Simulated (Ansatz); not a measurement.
**GdP (CsCl type): equation of state and elastic constants**

The task here is to estimate one member of a computed series from the others.

Program: Ansatz 0.2.0. Level of theory: DFT PBEsol, scalar-relativistic, plane waves, PAW. These are calculated values, not measurements.

## Starting point

Symmetry: Pm-3m, No. 221, cubic system. Conventional cell: a = 3.448 Å, b = 3.448 Å, c = 3.448 Å, α = 90.00°, β = 90.00°, γ = 90.00°. Gd (site symmetry m-3m) is surrounded by 8 P at 2.99 Å. Around P (site symmetry m-3m) lie 8 Gd at 2.99 Å.

As a file:

```
CELL_PARAMETERS angstrom
3.44768 0.00000 0.00000
0.00000 3.44768 0.00000
0.00000 0.00000 3.44768
ATOMIC_POSITIONS crystal
Gd 0.00000 0.00000 0.00000
P 0.50000 0.50000 0.50000
```

This cell comes from an earlier session at PBEsol: 20.490 Å³/atom at 0.00 GPa, on a 10×10×10 mesh.

Volume factors to run: 0.980, 1.020, 0.960, 1.040.

The first run:

File input.yaml:

```yaml
crystal:
  lattice:
    - [3.4245375357, 0.0, 0.0]
    - [0.0, 3.4245375357, 0.0]
    - [0.0, 0.0, 3.4245375357]
  atoms:
    - { symbol: Gd, position: [0.0, 0.0, 0.0], spin: 7.63 }
    - { symbol: P, position: [0.5, 0.5, 0.5] }
basis:
  ecutwfc: 420
  ecutrho_ratio: 4
kpoints:
  mp_grid: { grid: [10, 10, 10] }
hamiltonian:
  xc: pbesol
scf:
  occupations: { method: gaussian, width: 0.05 }
output:
  forces: true
  stress: true
  eigenvalues: true
  populations: true
magnetization:
  spin_polarized: true
```

Among the steps run: Scaling the volume by 0.980; Volume × 1.020; Volume × 0.960; Volume × 1.040.

One table of the session follows, with a row left open; its other results are not shown here.

It belongs to the step «The fit». 

```
volume (Å³/atom)  energy (meV/atom)  pressure (GPa)
          19.671               9.58            3.82
          20.081                  ?               ?
          20.490               0.00            0.00
          20.900               2.09           -1.67
          21.310               8.26           -3.20
```

Estimate the missing values for volume (Å³/atom) = 20.081.

Worked estimate for «energy (meV/atom)». A straight line through the neighbours (19.671, 9.58) and (20.490, 0.00) gives 9.58 + (0.00 − 9.58) × (20.081 − 19.671) / (20.490 − 19.671) = 4.78; a parabola fitted to 3 rows on both sides gives 2.49.

As computed: energy (meV/atom): 2.38; pressure (GPa): 1.83. In «energy (meV/atom)» the line misses by +2.40 and the parabola by +0.11.
